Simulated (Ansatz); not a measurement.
The system is CdPbS2.

```
Pb Cd S
1.0
     2.03929    1.17738    6.62259
    -2.03929    1.17738    6.62259
     0.00000   -2.35477    6.62259
Pb Cd S
1 1 2
Direct
  0.50000 0.50000 0.50000
  0.00000 0.00000 0.00000
  0.25872 0.25872 0.25872
  0.74128 0.74128 0.74128
```

The cell comes from a database or a generator and needn't be the stable form of this composition.

```yaml
Program: Ansatz 0.2.0
Task: relaxation of cell and atoms
Functional: revPBE
Potentials_or_basis: Ansatz PAW
Cutoff: "420 eV (not typed: the program's choice for these potentials)"
k_mesh: 6 × 6 × 6
Occupations: fermi-dirac, width 0.05 eV
Spin: no spin polarisation
```

At the start: volume 23.85 Å³/atom.

Problem. Where does the relaxation end?

Solution. It ends after 4 steps and the volume is 24.43 Å³/atom (+2.4 %); space group R-3m (No. 166, to 0.05 Å).

Step by step:
```
step  energy change (eV)  largest force (eV/Å)  volume (Å³)
   1              0.0000                0.0267        95.41
   2             -0.0069                0.0061        98.82
   3             -0.0095                0.0038        97.70
   4             -0.0098                0.0039        97.70
```

Final structure:
```xyz
4
Lattice="2.0520 1.1847 6.6982 -2.0520 1.1847 6.6982 0.0000 -2.3695 6.6982" Properties=species:S:1:pos:R:3 pbc="T T T"
Pb    0.0000    0.0000   10.0474
Cd    0.0000    0.0000    0.0000
S     0.0000    0.0000    5.1931
S     0.0000    0.0000   14.9017
```

Caveat: the plane-wave basis is chosen anew once the cell has moved, so the energies of steps on either side of that aren't comparable; the PAW data sets come from PBE, with cores solved anew for the run's functional, which leaves a small shift of forces and pressure.
